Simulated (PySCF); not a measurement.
# SnH₄: structure of the singlet

Where does singlet SnH₄ go from a see-saw start, is the end point a minimum, and what are its modes, charges and moments?

Method: PBE0, basis Sn x2c-TZVPall, H x2c-TZVPall, spin-free X2C, no spin–orbit coupling, density fitting; program: PySCF 2.14.0.

### 1 The starting structure

5 atoms, charge 0, spin multiplicity 1.

Bond lengths: Sn1–H2 1.720 Å, Sn1–H3 1.720 Å, Sn1–H4 1.720 Å, Sn1–H5 1.720 Å. Angles: H2–Sn1–H3 170.0°, H2–Sn1–H4 86.9°, H2–Sn1–H5 86.9°, H3–Sn1–H4 86.9°, H3–Sn1–H5 86.9°, H4–Sn1–H5 104.0°.

Coordinates in bohr (charge 0 multiplicity 1):
```
Sn    0.0000    0.0000   -0.0372
H     0.0000    3.2380    0.2461
H     0.0000   -3.2380    0.2461
H     2.5613    0.0000    1.9639
H    -2.5613    0.0000    1.9639
```

### 2 Relaxation: see-saw start, singlet

The steps below are one call of a driver around PySCF. For each, scf.py gives the equivalent set-up of the SCF; relaxations use the driver's own optimiser. Before each start the driver seeks the lowest SCF state from one or more starting densities and follows internal instabilities, so scf.py alone need not reach the same state.

The program finds C2v symmetry in the start, which this walk keeps.

scf.py

```python
from pyscf import gto, scf, dft
mol = gto.M(atom='''
Sn     0.000000     0.000000    -0.019660
H      0.000000     1.713500     0.130240
H     -0.000000    -1.713500     0.130240
H      1.355400    -0.000000     1.039240
H     -1.355400     0.000000     1.039240''',
    basis={'Sn': 'x2c-TZVPall', 'H': 'x2c-TZVPall'},
    nucmod='G',
    charge=0, spin=0)
mf = dft.RKS(mol, xc='PBE0')
mf.grids.atom_grid = (50, 194)
aux = {'Sn': 'AutoAux', 'H': 'AutoAux'}  # AutoAux: made from the orbital basis
mf = mf.density_fit(auxbasis=aux).sfx2c1e()
mf.kernel()
```

The optimiser's trace:

```csv
step,energy (Eh),change (kJ/mol),largest symmetric gradient (Eh/bohr)
0,-6178.454176,0.00,0.05041
1,-6178.489837,-93.63,0.04325
2,-6178.517044,-165.06,0.02567
3,-6178.526790,-190.65,0.02394
4,-6178.535695,-214.03,0.00950
5,-6178.537401,-218.51,0.00274
6,-6178.537451,-218.64,0.00093
7,-6178.537457,-218.65,0.00015
8,-6178.537457,-218.65,0.00006
```

The walk needed 11 s of wall time on 4 threads, shared host.

It settles in Td symmetry, 218.7 kJ/mol below the start, after 8 steps: Sn–H 1.706 Å (×4); H–Sn–H 109.5° (×6).

### 3 Is it a minimum? Harmonic modes

On the finer grid the gradient is checked again; gradients at displacements of ±0.01 bohr then give force constants and infrared intensities.

Changes to scf.py since step 2:

```diff
@@ -3,5 +3,5 @@
-Sn     0.000000     0.000000    -0.019660
-H      0.000000     1.713500     0.130240
-H     -0.000000    -1.713500     0.130240
-H      1.355400    -0.000000     1.039240
-H     -1.355400     0.000000     1.039240''',
+Sn     0.000000    -0.000000    -0.000000
+H      0.000051     1.392862    -0.984902
+H     -0.000000    -1.392862    -0.984902
+H      1.392836    -0.000026     0.984938
+H     -1.392887     0.000026     0.984866''',
@@ -12 +12 @@
-mf.grids.atom_grid = (50, 194)
+mf.grids.atom_grid = (75, 302)
```

The driver hands on the density of the step before, so the log starts near convergence.

SCF at the final geometry:

```text
init E= -6178.52670933268
  HOMO = -0.337334417588445  LUMO = 0.0240496169302771  gap/eV = 9.83376
cycle= 1 E= -6178.52670933268  delta_E= 2.73e-12  |g|= 1.21e-06  |ddm|= 2.11e-06
  HOMO = -0.337334313243492  LUMO = 0.0240497134326155  gap/eV = 9.83376
Extra cycle  E= -6178.52670933269  delta_E= -6.37e-12  |g|= 1.29e-06  |ddm|= 2.08e-06
converged SCF energy = -6178.52670933269
```

The whole step took 8.9 s.

Geometry: Td; Sn–H 1.706 Å (×4); H–Sn–H 109.5° (×6).

Modes, for the most abundant isotopes:

| symmetry | ω (cm⁻¹) | IR (km/mol) | μ (u) | type |
| --- | --- | --- | --- | --- |
| t2 | 683 | 445 | 1.03 | bend |
| e | 754 | 0.0 | 1.01 | bend |
| a1 | 1962 | 0.0 | 1.01 | stretch |
| t2 | 1964 | 523 | 1.02 | stretch |

No imaginary mode, so this is a minimum.

Constants and moments:

```yaml
Dipole_moment: 0.00 D
Highest_occupied_level: -9.18 eV
Lowest_empty_level: 0.65 eV
Rotational_constants: 2.155, 2.155, 2.155 cm⁻¹
Zero-point_energy: 68.3 kJ/mol
Principal_polarisabilities: 41.8, 41.8, 41.8 bohr³
Principal_traceless_quadrupole_moments_about_the_centre_of_mass: 0.00, 0.00, 0.00 D Å
Entropy_at_298.15_K_and_1_bar: 228.7 J/(mol K)
Heat_capacity_Cp_at_298.15_K: 50.4 J/(mol K)
Enthalpy_at_298.15_K_above_0_K: 11.35 kJ/mol
Rotational_symmetry_number: 12
```

Charges (e) and bond orders:

```
    atom  Mulliken  Löwdin  polar tensor  Mayer order to Sn1
     Sn1      0.24    0.44          1.10                   –
H2,3,4,5     -0.06   -0.11         -0.28                0.95
```

Mulliken populations on Sn1: s 9.34, p 20.30, d 20.10, f 0.02.

### 4 Results

```
                            quantity                                    value
                             minimum                              singlet, Td
                            geometry    Sn–H 1.706 Å (×4); H–Sn–H 109.5° (×6)
                  wavenumbers (cm⁻¹)  683 (t2), 754 (e), 1962 (a1), 1964 (t2)
                       dipole moment                                   0.00 D
highest occupied, lowest empty level                           -9.18, 0.65 eV
          polar-tensor charge of Sn1                                  +1.10 e
                   zero-point energy                              68.3 kJ/mol
                 entropy at 298.15 K                          228.7 J/(mol K)
```

In words: From C2v at the start the molecule goes to a Td minimum. The dipole vanishes although Sn1 carries +1.1 e by the polar tensor: the bond dipoles cancel. Only this shape and spin were tried, so other structures or states may lie lower.

The search up to here took 21 s.
